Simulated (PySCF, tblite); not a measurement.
**C5H8AlBCl2: geometry, infrared bands and NMR shifts**

Wanted: the infrared bands and NMR shifts of C5H8AlBCl2 (`ClB(Cl)[C@@H]1C=CC[CH2][AlH]1`), by calculation.

Computed with tblite 0.8.0 and PySCF 2.14.0, with density-fitted response routines of our own, on a single molecule in the gas phase. Atoms count from 0, in the outputs and in this text.

**1. The starting structure**

17 atoms, charge 0, multiplicity 1; geometry from: force field or distance geometry start.

Bonds of the start (Å): Cl0–B1 1.85, B1–Cl2 1.86, B1–C3 1.59, C3–C4 1.51, C4–C5 1.35, C5–C6 1.51, C6–C7 1.54, C7–Al8 1.99, Al8–C3 2.00, C3–H9 1.10, C4–H10 1.08, C5–H11 1.08, C6–H12 1.10, C6–H13 1.11, C7–H14 1.11, C7–H15 1.12, Al8–H16 1.59.

**2. Geometry optimisation with GFN2-xTB**

Job settings and geometry (Å):

```
{"job": {"kind": "relax", "xc": "GFN2-xTB", "basis": "xTB"}, "charge": 0, "multiplicity": 1}
Cl     3.989000    -0.459200    -1.174500
B      2.696900     0.106200     0.022800
Cl     3.193300     0.320800     1.806100
C      1.162700     0.098700    -0.403100
C      0.417800     1.303200     0.132000
C     -0.933600     1.393300     0.144300
C     -1.840300     0.286800    -0.336900
C     -1.622300    -1.027400     0.433800
Al     0.287100    -1.564500     0.284600
H      1.085200     0.068900    -1.497600
H      0.983300     2.162800     0.471500
H     -1.387100     2.300200     0.530200
H     -1.680700     0.120300    -1.410300
H     -2.892600     0.603000    -0.205500
H     -2.267200    -1.820200    -0.008900
H     -1.895100    -0.902300     1.512900
H      0.696500    -2.978800    -0.311200
```

Started as:

```bash
$ OMP_NUM_THREADS=1 python probes_run.py task.json out
```

This one command runs all jobs of the session in turn.

**Question.** This job is followed by: GFN2-xTB harmonic vibrations, gas phase; GIAO PBE0/pcSseg-1 NMR shielding, non-relativistic, gas phase. What will the session give for the following? strongest single infrared mode (GFN2-xTB); zero-point energy (GFN2-xTB); 13C shifts against TMS (PBE0/pcSseg-1); 1H shifts against TMS (PBE0/pcSseg-1); 35Cl shifts against HCl (PBE0/pcSseg-1, means over atoms taken as alike); 11B shifts against BF3·OEt2 (PBE0/pcSseg-1); 27Al shifts against AlH4- (PBE0/pcSseg-1).

**Answer**, as computed:

```
                                                                quantity                                               value
                               strongest single infrared mode (GFN2-xTB)                               1852 cm⁻¹, 333 km/mol
                                            zero-point energy (GFN2-xTB)                                       71.3 kcal/mol
                                  13C shifts against TMS (PBE0/pcSseg-1)                  150.4, 129.7, 48.0, 27.0, 15.5 ppm
                                   1H shifts against TMS (PBE0/pcSseg-1)  6.88, 6.46, 4.83, 3.41, 2.59, 2.30, 1.07, 0.86 ppm
35Cl shifts against HCl (PBE0/pcSseg-1, means over atoms taken as alike)                                             223 ppm
                             11B shifts against BF3·OEt2 (PBE0/pcSseg-1)                                            55.8 ppm
                               27Al shifts against AlH4- (PBE0/pcSseg-1)                                           144.2 ppm
```

Relaxing lowered the energy by 0.794 eV in 151 steps; the close pair that moved most is B1–Cl2, from 1.863 to 1.735 Å. No mode is imaginary among the 45: a minimum at this level. The strongest single mode, at 1852 cm⁻¹, moves mainly H16. GFN2-xTB is a fitted tight-binding method: band positions and strengths are rough. Its intensities can rank the bands wrongly. At PBE0/pcSseg-1: The largest span, 426 ppm, is at Cl0, Cl2, where the paramagnetic term is -420 ppm.
